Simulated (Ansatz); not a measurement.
# CH5BClN: the cost of one run

Program: Ansatz 0.2.0. Level of theory: RKS PBE0-D4/6-31G. These are calculated values, not measurements.

## (1) The structure to begin with

Bond lengths: B1–Cl2 1.860 Å, B1–N3 1.550 Å, N3–H4 1.060 Å, N3–H5 1.060 Å, B1–C6 1.600 Å, C6–H7 1.110 Å, C6–H8 1.110 Å, C6–H9 1.110 Å. Angles: Cl2–B1–N3 120.0°, Cl2–B1–C6 120.0°, N3–B1–C6 120.0°, B1–N3–H4 120.0°, B1–N3–H5 120.0°, H4–N3–H5 120.0°, B1–C6–H7 109.5°, B1–C6–H8 109.5°, B1–C6–H9 109.5°, H7–C6–H8 109.4°, H7–C6–H9 109.4°, H8–C6–H9 109.4°.

Structure file:

```xyz
9

B     0.0000    0.0000    0.0000
Cl    0.0000    0.0000    1.8600
N     1.3423    0.0000   -0.7750
H     1.8089   -0.9179   -1.0268
H     1.7937    0.9179   -1.0532
C    -1.3856    0.0000   -0.8000
H    -1.9458   -0.9305   -0.5708
H    -1.9898    0.8797   -0.4946
H    -1.1839    0.0508   -1.8903
```

## (2) Relaxing the start

input.yaml reads:

```yaml
crystal:
  periodic: [false, false, false]
  atoms:
    - { symbol: B, position_ang: [0.0, 0.0, 0.0] }
    - { symbol: Cl, position_ang: [0.0, 0.0, 1.86] }
    - { symbol: "N", position_ang: [1.3423, 0.0, -0.775] }
    - { symbol: H, position_ang: [1.8089, -0.9179, -1.0268] }
    - { symbol: H, position_ang: [1.7937, 0.9179, -1.0532] }
    - { symbol: C, position_ang: [-1.3856, 0.0, -0.8] }
    - { symbol: H, position_ang: [-1.9458, -0.9305, -0.5708] }
    - { symbol: H, position_ang: [-1.9898, 0.8797, -0.4946] }
    - { symbol: H, position_ang: [-1.1839, 0.0508, -1.8903] }
basis:
  gaussian: { orbitals: "6-31G" }
hamiltonian:
  xc: pbe0
  dispersion: d4
relax:
  f_tol: 0.02
  max_steps: 40
```

Run with:

```console
ansatz run input.yaml --threads 1 --pin off --max-ram 2048MiB --backend cpu --events-out ev --progress --plain --runs-dir out
```

What time and memory should one allow on 1 thread of Intel Xeon 6975P-C (Granite Rapids), shared host?

About 16 s, with a peak of 0.17 GiB.
